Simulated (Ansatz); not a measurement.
# CH7AlOS: the cost of one run

Method: UKS PBE-D4/6-31G, in Ansatz 0.2.0.

### Step 1. The starting structure

Bond lengths: Al1–S2 2.639 Å, Al1–H3 1.534 Å, Al1–H4 1.536 Å, Al1–O6 2.178 Å, O6–C7 1.398 Å, S2–H8 1.332 Å, C7–H9 1.094 Å, C7–H10 1.091 Å, C7–H11 1.093 Å. Angles: Al1–S2–H8 91.1°, S2–Al1–H3 113.3°, S2–Al1–H4 112.4°, S2–Al1–O6 74.8°, H3–Al1–H4 122.4°, H3–Al1–O6 112.8°, H4–Al1–O6 111.6°, Al1–O6–C7 161.6°, O6–C7–H9 110.3°, O6–C7–H10 108.7°, O6–C7–H11 110.2°, H9–C7–H10 109.0°, H9–C7–H11 109.6°, H10–C7–H11 109.1°.

Coordinates:

```xyz
11

Al   -1.1668   -1.2568    0.5468
S     1.2859   -1.5439    1.4772
H    -1.5878   -2.3804   -0.4082
H    -2.1239   -0.6631    1.5914
H     0.9000   -0.2919    0.2534
O     0.0037    0.2930   -0.4389
C     0.3478    1.4060   -1.2126
H     1.0483   -0.6635    2.4475
H     0.7051    2.2172   -0.5715
H    -0.5380    1.7444   -1.7522
H     1.1256    1.1390   -1.9330
```

### Step 2. Run 1

150 steps of 0.5 fs at constant energy, with velocities drawn for 600 K.

Contents of input.yaml:

```yaml
crystal:
  periodic: [false, false, false]
  atoms:
    - { symbol: Al, position_ang: [-1.1668, -1.2568, 0.5468] }
    - { symbol: S, position_ang: [1.2859, -1.5439, 1.4772] }
    - { symbol: H, position_ang: [-1.5878, -2.3804, -0.4082] }
    - { symbol: H, position_ang: [-2.1239, -0.6631, 1.5914] }
    - { symbol: H, position_ang: [0.9, -0.2919, 0.2534] }
    - { symbol: O, position_ang: [0.0037, 0.293, -0.4389] }
    - { symbol: C, position_ang: [0.3478, 1.406, -1.2126] }
    - { symbol: H, position_ang: [1.0483, -0.6635, 2.4475] }
    - { symbol: H, position_ang: [0.7051, 2.2172, -0.5715] }
    - { symbol: H, position_ang: [-0.538, 1.7444, -1.7522] }
    - { symbol: H, position_ang: [1.1256, 1.139, -1.933] }
magnetization:
  spin_polarized: true
basis:
  gaussian: { orbitals: "6-31G" }
hamiltonian:
  xc: pbe
  dispersion: d4
md:
  timestep: 0.5
  n_steps: 150
  ensemble: nve
  temperature: 600.0
  initial_velocities: maxwell_boltzmann
  seed: 476080
```

Launch:

```
> ansatz run input.yaml --threads 1 --pin off --max-ram 2048MiB --backend cpu --events-out ev --progress --plain --runs-dir out
```

Q: Estimate wall time and peak memory on 1 thread of Intel Xeon 6975P-C (Granite Rapids), shared host.

About 5.9 min, with a peak of 0.14 GiB.
